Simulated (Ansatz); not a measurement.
# Ag3Sn2Bi2Te12Pb5: the cost of one run

All numbers below are computed with Ansatz 0.2.0 (DFT PBEsol, scalar-relativistic, plane waves, PAW).

## 1. Starting point

The cell holds 24 atoms (Ag3Bi2Pb5Sn2Te12): a = 7.583 Å, b = 7.583 Å, c = 9.288 Å, α = 90.00°, β = 90.00°, γ = 120.00°.

The sites of an ideal rock salt lattice, at a guessed lattice constant, take 2 Bi, 5 Pb, 3 Ag, 2 Sn; 12 Te (sublattices apart by semicolons), with a shake of 0.02 Å. Warren-Cowley parameters of the first shell (negative: unlike neighbours preferred): Ag-Bi -0.17, Ag-Pb +0.00, Ag-Sn +0.00, Bi-Pb +0.00, Bi-Sn -0.25, Pb-Sn -0.10. In a cell this small the draw can fall short of the order aimed at.

Coordinates:

```
Ag Sn Te Pb Bi
1.0
    -5.36225   -5.36225    0.00000
     0.00000    5.36225    5.36225
    -5.36225    5.36225   -5.36225
Ag Sn Te Pb Bi
3 2 12 5 2
Direct
  0.32949 0.16346 0.67161
  0.83308 0.66463 0.66804
  0.17003 0.83621 0.33508
  0.66899 0.33448 0.33403
  0.00239 0.49409 0.99909
  0.16368 0.32955 0.83287
  0.66514 0.33651 0.83404
  0.50031 0.49829 0.49907
  0.99872 0.50596 0.49968
  0.33194 0.66462 0.16149
  0.83643 0.67449 0.16997
  0.17128 0.83617 0.83134
  0.67061 0.83222 0.83487
  0.50458 0.99851 0.50256
  0.00305 0.00053 0.50349
  0.33351 0.16861 0.16427
  0.83026 0.16022 0.16563
  0.50151 0.00124 0.99794
  0.99917 0.99965 0.99958
  0.49935 0.50036 0.00090
  0.32987 0.67040 0.66713
  0.66710 0.83281 0.33214
  0.83231 0.16402 0.66820
  0.16741 0.33466 0.33079
```

## 2. Relaxing on a coarse mesh

Cell and atoms move without symmetry, on a coarse mesh with loose thresholds.

input.yaml

```yaml
crystal:
  lattice:
    - [-5.36225, -5.36225, 0.0]
    - [0.0, 5.36225, 5.36225]
    - [-5.36225, 5.36225, -5.36225]
  atoms:
    - { symbol: Ag, position: [0.3294948436, 0.1634567692, 0.6716070971] }
    - { symbol: Ag, position: [0.8330765993, 0.6646309134, 0.6680372911] }
    - { symbol: Ag, position: [0.1700302732, 0.8362132472, 0.3350786991] }
    - { symbol: Sn, position: [0.6689941524, 0.3344815437, 0.3340313638] }
    - { symbol: Sn, position: [0.0023919139, 0.4940899138, 0.9990906279] }
    - { symbol: Te, position: [0.1636820036, 0.3295514426, 0.8328651687] }
    - { symbol: Te, position: [0.6651424698, 0.3365103014, 0.8340406578] }
    - { symbol: Te, position: [0.5003141462, 0.4982949515, 0.4990668802] }
    - { symbol: Te, position: [0.9987228575, 0.505958066, 0.49968499] }
    - { symbol: Te, position: [0.3319376303, 0.6646203966, 0.1614852548] }
    - { symbol: Te, position: [0.8364322015, 0.6744860183, 0.1699657091] }
    - { symbol: Te, position: [0.1712793302, 0.8361708718, 0.831344393] }
    - { symbol: Te, position: [0.6706094673, 0.8322182936, 0.834866768] }
    - { symbol: Te, position: [0.504581424, 0.9985110208, 0.5025553264] }
    - { symbol: Te, position: [0.003051041, 0.0005285474, 0.5034887956] }
    - { symbol: Te, position: [0.3335125682, 0.1686138539, 0.1642723526] }
    - { symbol: Te, position: [0.8302605694, 0.1602173148, 0.1656339065] }
    - { symbol: Pb, position: [0.5015146002, 0.0012357167, 0.9979392211] }
    - { symbol: Pb, position: [0.9991699236, 0.9996519133, 0.9995759906] }
    - { symbol: Pb, position: [0.4993548608, 0.5003642284, 0.0009031398] }
    - { symbol: Pb, position: [0.3298681541, 0.6703957327, 0.6671255351] }
    - { symbol: Pb, position: [0.6671045969, 0.8328072649, 0.3321414511] }
    - { symbol: Bi, position: [0.8323106793, 0.1640236437, 0.6681963172] }
    - { symbol: Bi, position: [0.1674064863, 0.3346602953, 0.3307926164] }
  symmetry: { detect: false }
basis:
  ecutwfc: 420
kpoints:
  mp_grid: { grid: [2, 2, 2], shift: [0.5, 0.5, 0.5] }
hamiltonian:
  xc: pbesol
scf:
  occupations: { method: gaussian, width: 0.1 }
  lower_state_search: "off"
output:
  forces: true
  stress: true
  eigenvalues: true
relax:
  adjacent_minimum: "off"
  f_tol: 0.04
  max_steps: 50
  cell: { stress_tol: 0.3 }
```

Command:

```sh
ansatz run input.yaml --threads 4 --pin off --max-ram 9216MiB --backend cpu --events-out ev --progress --plain --runs-dir out
```

**Question.** How long does this run take on 4 threads of Intel Xeon Platinum 8488C (Sapphire Rapids), shared host, and how much memory does it need?

About 4 min, with a peak of 3.3 GiB.
